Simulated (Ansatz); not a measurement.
# AlAg3 under changes of volume

One of the cells (17.492 Å³/atom); the others are scaled copies at fixed shape and fractional positions:

```
CELL_PARAMETERS angstrom
1.67678 -2.32271 0.00000
1.67678 2.32271 0.00000
0.00000 0.00000 8.98233
ATOMIC_POSITIONS crystal
Ag 0.50000 0.50000 0.23626
Ag 0.00000 0.00000 0.50000
Ag 0.50000 0.50000 0.76374
Al 0.00000 0.00000 0.00000
```

The cell comes from a database or a generator and needn't be the stable form of this composition.

| Quantity | Value |
| --- | --- |
| Program | Ansatz 0.2.0 |
| Functional | PBEsol |
| Potentials or basis | all-electron LAPW, scalar-relativistic |
| Cutoff | 245 eV (chosen from the basis error) |
| Basis error allowed | 0.001 eV/atom |
| k mesh | 10 × 10 × 3 |
| Occupations | fermi-dirac, width 0.05 eV |
| Spin | no spin polarisation |

| volume (Å³/atom) | energy over the lowest point (meV/atom) | pressure (GPa) | largest force (eV/Å) |
| --- | --- | --- | --- |
| 16.442 | 0.00 | 0.1 | 0.166 |
| 16.792 | ? | ? | ? |
| 17.142 | 9.04 | -4.0 | 0.141 |
| 17.492 | 19.69 | -5.7 | 0.129 |
| 17.841 | 33.70 | -7.1 | 0.117 |
| 18.191 | 50.61 | -8.3 | 0.105 |
| 18.541 | 70.02 | -9.4 | 0.093 |

What does the run at 16.792 Å³/atom give?

Energy over the lowest point 2.27 meV/atom; pressure -2.1 GPa; largest force 0.153 eV/Å.

Worked out: A Birch-Murnaghan fit of order 3 (a polynomial in V^(-2/3)) to the other rows has its minimum at 16.46 Å³/atom with B0 = V·E''(V) = 111 GPa and B' = 5.8 at fixed shape and positions, which overstates the stiffness. It gives 2.26 meV/atom at 16.792 Å³/atom, against the run's 2.27, and -dE/dV = -2.1 GPa, against -2.1.

Energies are extrapolated to zero smearing.
